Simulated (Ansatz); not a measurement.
Born–Oppenheimer molecular dynamics of a periodic cell of 26 atoms, CaPH5O6 (host CaPH5O6, host structure Cc). It goes on from the last frame of an earlier run, with new velocities.

Level of theory: DFT PBEsol, scalar-relativistic, plane waves, PAW (Ansatz 0.2.0). Settings: accuracy low, cutoff 420 eV, k mesh 2x2x2, fermi-dirac smearing 0.05 eV, no spin polarisation.

```
ensemble        : NVT, Langevin thermostat
time step       : 0.5 fs
steps asked     : 200
set temperature : 1920 K
friction        : 0.01 /fs
seed            : 315814
```

Frames 2.5 fs apart, positions in Å, forces in eV/Å.

Velocities at 0.0 fs (Å/ps):

```
Ca 1.39 9.12 4.79
Ca 2.74 -4.66 -4.99
H -108.79 -10.87 -59.70
H 14.04 -100.79 30.13
H 7.27 -4.63 -15.68
H 46.84 -13.01 10.46
H -27.79 -22.51 41.70
H -15.71 109.46 -11.06
H 18.07 34.48 -18.84
H 1.95 -39.52 25.30
H -21.86 -1.18 29.68
H 11.89 60.83 -26.05
P 20.72 -1.31 4.77
P -5.24 -2.65 -8.88
O -9.89 7.30 -8.46
O -0.43 -3.31 18.57
O -6.13 23.62 1.94
O -3.86 6.58 -2.13
O -12.38 1.24 -15.68
O -0.20 -10.69 3.76
O 5.74 -1.32 -2.08
O -3.96 -5.80 6.81
O -1.22 -12.22 -3.29
O -14.27 4.96 -1.67
O 4.38 -7.53 5.44
O 6.57 -7.12 4.88
```

```xyz
26
Lattice="3.1687 -7.5710 0.0000 3.1687 7.5710 0.0000 -2.7890 0.0000 5.0915" Properties=species:S:1:pos:R:3:forces:R:3 time_fs=0.0 energy_less_start_eV=0.000 T=1846
Ca 2.511 -2.728 3.471 1.00 0.94 1.72
Ca 4.229 2.331 1.768 -0.23 0.14 -0.64
H 2.663 -2.369 0.581 0.59 -0.18 0.03
H 1.892 2.836 3.398 -0.92 0.05 -0.25
H 2.867 7.214 0.023 -0.39 -1.09 0.81
H 1.909 -7.450 3.454 0.52 -2.32 -0.18
H 2.203 6.489 1.331 0.67 -0.77 -1.48
H 1.112 -6.500 4.484 -0.32 0.33 1.26
H 1.236 0.178 1.946 1.17 -0.63 1.06
H 2.906 -0.043 0.141 0.75 3.37 0.67
H 0.937 -1.137 1.355 1.21 -0.08 1.61
H 0.589 1.273 4.431 -0.03 0.52 -0.64
P -0.639 -2.519 3.546 1.34 -3.18 2.73
P 0.943 2.715 1.272 0.02 0.77 -0.50
O -0.016 -1.749 4.888 -0.26 -0.81 -0.90
O 1.504 2.046 2.610 0.86 -0.03 -1.08
O 0.515 -3.147 2.748 -0.64 0.04 -0.02
O 2.076 3.227 0.323 -2.13 0.63 1.45
O 1.708 6.118 2.950 -1.40 0.68 -1.69
O 3.165 -5.945 0.748 -0.23 -1.09 -0.77
O 1.730 3.763 4.100 0.61 3.19 0.42
O 3.019 -3.742 1.648 0.91 -0.25 -0.09
O 2.727 6.294 0.435 -0.55 1.78 0.39
O 1.519 -6.614 3.611 -0.87 2.87 -1.91
O 1.577 -0.766 2.129 -1.99 0.64 -2.07
O 0.293 1.097 5.337 0.30 -5.53 0.06
26
Lattice="3.1687 -7.5710 0.0000 3.1687 7.5710 0.0000 -2.7890 0.0000 5.0915" Properties=species:S:1:pos:R:3:forces:R:3 time_fs=2.5 energy_less_start_eV=0.463 T=1705
Ca 2.516 -2.703 3.484 1.47 0.98 1.57
Ca 4.235 2.323 1.758 -0.15 0.14 -0.52
H 2.415 -2.381 0.456 0.93 0.33 0.67
H 1.887 2.611 3.466 -0.60 1.23 -0.66
H 2.868 7.153 -0.007 -0.26 -0.44 0.76
H 2.014 -7.497 3.480 -1.92 1.47 0.75
H 2.165 6.406 1.398 1.06 -0.59 -2.13
H 1.063 -6.229 4.457 0.60 -1.24 0.09
H 1.313 0.207 1.937 1.16 -1.50 1.10
H 2.945 -0.042 0.226 0.74 3.36 -0.28
H 0.926 -1.147 1.480 0.10 -0.51 0.13
H 0.590 1.409 4.385 -1.02 -1.20 2.01
P -0.588 -2.528 3.560 -4.19 -0.72 1.60
P 0.931 2.708 1.251 -0.26 1.49 0.95
O -0.042 -1.727 4.862 -0.06 -1.10 -0.03
O 1.511 2.034 2.653 0.19 -1.07 -2.20
O 0.503 -3.092 2.753 1.93 -1.25 -1.63
O 2.064 3.244 0.322 -2.14 0.07 1.50
O 1.675 6.122 2.911 0.60 -0.95 -0.58
O 3.161 -5.979 0.759 0.41 -0.42 -0.66
O 1.744 3.768 4.097 0.94 3.43 0.73
O 3.008 -3.753 1.665 1.13 -0.88 -0.32
O 2.726 6.266 0.429 -1.11 0.85 1.32
O 1.484 -6.592 3.600 0.35 -0.04 -1.70
O 1.587 -0.779 2.137 -0.94 2.05 -0.77
O 0.312 1.071 5.341 1.02 -3.51 -1.71
26
Lattice="3.1687 -7.5710 0.0000 3.1687 7.5710 0.0000 -2.7890 0.0000 5.0915" Properties=species:S:1:pos:R:3:forces:R:3 time_fs=5.0 energy_less_start_eV=1.113 T=1642
Ca 2.525 -2.676 3.502 1.89 0.96 1.21
Ca 4.241 2.318 1.751 -0.04 0.30 -0.51
H 2.229 -2.352 0.360 1.08 0.89 0.82
H 1.855 2.461 3.477 0.29 2.26 0.61
H 2.864 7.078 0.018 0.08 1.67 0.02
H 2.024 -7.444 3.546 -1.86 1.23 0.48
H 2.218 6.255 1.360 0.04 0.27 -0.89
H 1.071 -6.021 4.414 1.01 -2.50 -0.70
H 1.414 0.161 1.994 0.33 0.53 0.43
H 3.048 0.114 0.272 -0.08 -3.65 -0.67
H 0.884 -1.190 1.643 -0.72 -0.55 -0.77
H 0.533 1.465 4.446 -0.69 -1.35 0.85
P -0.539 -2.542 3.577 -9.38 1.88 1.64
P 0.919 2.702 1.231 -1.03 1.41 2.34
O -0.069 -1.703 4.840 0.10 -1.33 0.89
O 1.523 2.011 2.681 -0.73 -2.22 -4.22
O 0.493 -3.048 2.754 5.11 -2.71 -3.83
O 2.046 3.258 0.334 -1.65 -0.28 1.08
O 1.642 6.119 2.869 1.90 -2.05 0.41
O 3.160 -6.017 0.766 0.86 0.32 -0.55
O 1.762 3.790 4.096 0.96 2.99 1.00
O 3.007 -3.766 1.677 1.18 -1.26 -0.37
O 2.718 6.235 0.428 -0.61 -1.90 0.85
O 1.454 -6.562 3.578 -0.12 0.90 -0.67
O 1.598 -0.784 2.148 0.79 0.17 0.77
O 0.333 1.027 5.336 1.29 4.00 -0.22
26
Lattice="3.1687 -7.5710 0.0000 3.1687 7.5710 0.0000 -2.7890 0.0000 5.0915" Properties=species:S:1:pos:R:3:forces:R:3 time_fs=7.5 energy_less_start_eV=1.511 T=1599
Ca 2.537 -2.647 3.522 2.19 0.93 0.74
Ca 4.249 2.319 1.739 -0.02 0.41 -0.67
H 2.101 -2.276 0.307 0.97 1.05 1.04
H 1.863 2.467 3.489 -0.11 1.65 -0.18
H 2.857 7.091 0.059 -0.18 0.42 0.83
H 1.978 -7.277 3.642 0.89 -2.07 0.64
H 2.235 6.116 1.287 -1.30 0.67 1.50
H 1.122 -5.926 4.339 0.73 -2.26 -0.27
H 1.504 0.152 2.064 -0.23 1.33 0.09
H 3.149 0.070 0.289 0.09 -2.61 -0.77
H 0.836 -1.261 1.760 0.57 0.90 -0.04
H 0.480 1.444 4.536 0.21 0.72 -3.43
P -0.504 -2.554 3.595 -11.32 3.54 0.30
P 0.901 2.700 1.213 -1.44 0.27 3.44
O -0.094 -1.679 4.828 0.42 -1.04 1.43
O 1.526 1.973 2.697 -0.34 -1.25 -3.47
O 0.500 -3.018 2.733 6.02 -3.12 -4.31
O 2.018 3.267 0.342 -0.90 -0.29 0.36
O 1.613 6.105 2.826 2.46 -2.78 1.24
O 3.156 -6.051 0.780 0.94 0.77 -0.54
O 1.783 3.830 4.101 0.70 1.57 1.33
O 3.020 -3.786 1.690 0.73 -0.98 -0.26
O 2.705 6.203 0.435 1.03 -0.87 -2.38
O 1.422 -6.528 3.557 -2.26 3.86 -1.03
O 1.620 -0.790 2.170 0.04 -1.94 0.38
O 0.361 1.000 5.328 0.10 1.10 4.03
26
Lattice="3.1687 -7.5710 0.0000 3.1687 7.5710 0.0000 -2.7890 0.0000 5.0915" Properties=species:S:1:pos:R:3:forces:R:3 time_fs=10.0 energy_less_start_eV=1.315 T=1910
Ca 2.551 -2.614 3.543 2.26 0.77 0.38
Ca 4.257 2.319 1.727 -0.04 0.47 -1.01
H 1.986 -2.113 0.327 0.89 1.01 0.75
H 1.885 2.553 3.501 -0.89 0.17 -1.69
H 2.837 7.129 0.112 -0.47 -1.45 1.43
H 1.996 -7.172 3.773 0.31 -1.04 -0.04
H 2.171 6.035 1.276 -0.86 0.73 1.28
H 1.233 -5.934 4.249 -0.64 1.37 3.12
H 1.606 0.206 2.142 -0.42 -1.07 0.20
H 3.204 -0.114 0.269 -0.05 3.09 -0.92
H 0.844 -1.295 1.862 0.16 1.18 -0.19
H 0.472 1.445 4.474 0.07 -0.93 -0.37
P -0.490 -2.562 3.616 -8.76 3.56 -3.48
P 0.882 2.697 1.197 -1.59 -1.22 3.78
O -0.120 -1.662 4.820 0.71 -0.26 2.15
O 1.524 1.930 2.700 0.55 0.71 -1.46
O 0.530 -2.997 2.690 3.57 -2.11 -1.87
O 1.982 3.272 0.342 -0.13 -0.13 -0.29
O 1.598 6.082 2.784 2.60 -2.86 1.74
O 3.155 -6.080 0.794 0.83 0.92 -0.56
O 1.802 3.879 4.104 -0.11 -0.58 1.71
O 3.036 -3.816 1.706 0.08 -0.27 0.02
O 2.694 6.163 0.439 1.11 1.13 -2.63
O 1.374 -6.487 3.528 -0.03 -0.83 -3.38
O 1.645 -0.810 2.199 0.52 0.42 0.39
O 0.395 0.976 5.335 0.32 -2.76 0.95
26
Lattice="3.1687 -7.5710 0.0000 3.1687 7.5710 0.0000 -2.7890 0.0000 5.0915" Properties=species:S:1:pos:R:3:forces:R:3 time_fs=12.5 energy_less_start_eV=1.148 T=1882
Ca 2.567 -2.581 3.564 2.13 0.41 0.16
Ca 4.262 2.318 1.712 0.00 0.73 -1.09
H 1.927 -1.892 0.424 1.31 0.80 -0.38
H 1.888 2.645 3.434 -1.06 -0.78 -1.59
H 2.789 7.098 0.227 -0.12 -0.71 0.64
H 2.022 -7.112 3.891 -1.77 0.73 -1.73
H 2.079 6.008 1.340 0.48 0.49 -0.04
H 1.337 -5.883 4.310 -0.86 -0.11 -0.29
H 1.709 0.181 2.223 -0.65 -0.85 0.03
H 3.268 -0.144 0.193 -0.13 3.03 -0.35
H 0.860 -1.258 1.966 -1.65 0.26 -0.70
H 0.498 1.400 4.393 0.18 -1.52 1.84
P -0.494 -2.567 3.630 -4.62 4.21 -6.29
P 0.864 2.689 1.188 -1.47 -2.33 4.09
O -0.139 -1.643 4.819 0.46 0.23 2.51
O 1.527 1.899 2.695 0.81 1.91 -0.84
O 0.577 -2.982 2.639 0.51 -1.07 1.04
O 1.938 3.282 0.345 0.76 -0.04 -0.99
O 1.591 6.048 2.746 2.54 -2.55 1.60
O 3.159 -6.102 0.804 0.68 0.74 -0.76
O 1.821 3.927 4.116 -1.50 -3.14 2.10
O 3.051 -3.853 1.715 -0.75 0.68 0.58
O 2.684 6.121 0.436 -0.38 0.77 -0.17
O 1.320 -6.449 3.489 2.38 -1.26 1.97
O 1.671 -0.835 2.223 2.42 1.34 0.82
O 0.431 0.947 5.347 0.28 -1.96 -2.14
26
Lattice="3.1687 -7.5710 0.0000 3.1687 7.5710 0.0000 -2.7890 0.0000 5.0915" Properties=species:S:1:pos:R:3:forces:R:3 time_fs=15.0 energy_less_start_eV=1.176 T=1925
Ca 2.588 -2.550 3.587 1.77 -0.06 -0.01
Ca 4.262 2.323 1.698 0.05 1.23 -1.12
H 1.942 -1.633 0.516 1.19 -0.01 -0.95
H 1.833 2.696 3.292 -0.63 -1.00 -0.56
H 2.738 7.036 0.344 0.22 0.96 -0.09
H 1.968 -7.026 3.898 -1.36 -0.11 -1.79
H 2.034 5.986 1.427 0.58 0.02 -0.16
H 1.407 -5.821 4.370 -1.47 -1.00 -2.47
H 1.802 0.106 2.316 -0.44 1.74 -0.04
H 3.349 0.000 0.116 0.27 -2.97 -0.14
H 0.811 -1.190 2.016 -0.06 0.68 -0.16
H 0.558 1.284 4.427 0.23 0.04 0.46
P -0.509 -2.562 3.627 -1.21 5.28 -6.59
P 0.842 2.677 1.189 -0.58 -3.01 3.59
O -0.158 -1.623 4.827 0.68 0.66 1.47
O 1.534 1.881 2.678 0.62 2.29 -1.20
O 0.622 -2.975 2.591 -1.47 -0.39 2.81
O 1.903 3.293 0.344 0.96 -0.38 -1.16
O 1.594 6.010 2.710 2.36 -1.99 1.21
O 3.163 -6.123 0.810 0.48 0.46 -0.95
O 1.839 3.964 4.136 -2.86 -5.07 2.37
O 3.059 -3.888 1.727 -1.61 1.61 1.22
O 2.666 6.078 0.431 -0.78 -0.23 0.99
O 1.270 -6.419 3.454 2.67 0.27 4.46
O 1.706 -0.842 2.247 0.60 -1.63 -0.11
O 0.468 0.915 5.355 -0.23 2.57 -1.09
26
Lattice="3.1687 -7.5710 0.0000 3.1687 7.5710 0.0000 -2.7890 0.0000 5.0915" Properties=species:S:1:pos:R:3:forces:R:3 time_fs=17.5 energy_less_start_eV=1.652 T=1866
Ca 2.614 -2.518 3.612 1.33 -0.58 -0.14
Ca 4.261 2.328 1.691 -0.02 1.76 -1.54
H 2.012 -1.371 0.562 0.54 -0.82 -0.74
H 1.759 2.684 3.120 0.50 1.08 1.75
H 2.721 7.022 0.435 0.19 0.13 -0.30
H 1.854 -6.925 3.810 2.63 -3.92 0.47
H 2.052 5.954 1.524 0.12 -0.18 -0.36
H 1.395 -5.793 4.286 -1.52 -0.09 -1.47
H 1.880 0.108 2.384 -0.33 0.81 -0.11
H 3.457 -0.006 0.048 0.16 -2.62 0.63
H 0.778 -1.074 2.042 1.13 0.46 0.08
H 0.634 1.171 4.488 0.57 2.36 -3.62
P -0.524 -2.549 3.610 0.90 5.39 -5.72
P 0.816 2.658 1.198 0.71 -3.06 2.03
O -0.181 -1.596 4.837 1.37 0.88 0.06
O 1.553 1.869 2.648 -0.23 0.31 -2.70
O 0.657 -2.972 2.549 -2.51 0.05 3.78
O 1.868 3.300 0.343 0.69 -0.77 -0.94
O 1.604 5.966 2.682 2.06 -1.22 1.06
O 3.175 -6.151 0.815 -0.03 0.05 -1.00
O 1.855 3.989 4.150 -3.48 -5.86 2.45
O 3.052 -3.916 1.736 -2.10 2.08 1.79
O 2.639 6.043 0.431 -0.43 1.13 1.17
O 1.224 -6.387 3.432 -1.03 2.96 1.79
O 1.744 -0.852 2.269 -0.60 -0.22 -0.67
O 0.502 0.902 5.354 -0.60 -0.10 2.25
```

Of the whole run (100 fs, mean temperature of the second half 1916 K): A run of 0.1 ps of so small a system gives no equilibrium averages. Limits of this set-up: coarse k mesh, low accuracy level.

Time of the run: 19 min on 1 thread of Arm Neoverse V2, with other jobs on the host, peak memory 0.65 GiB.
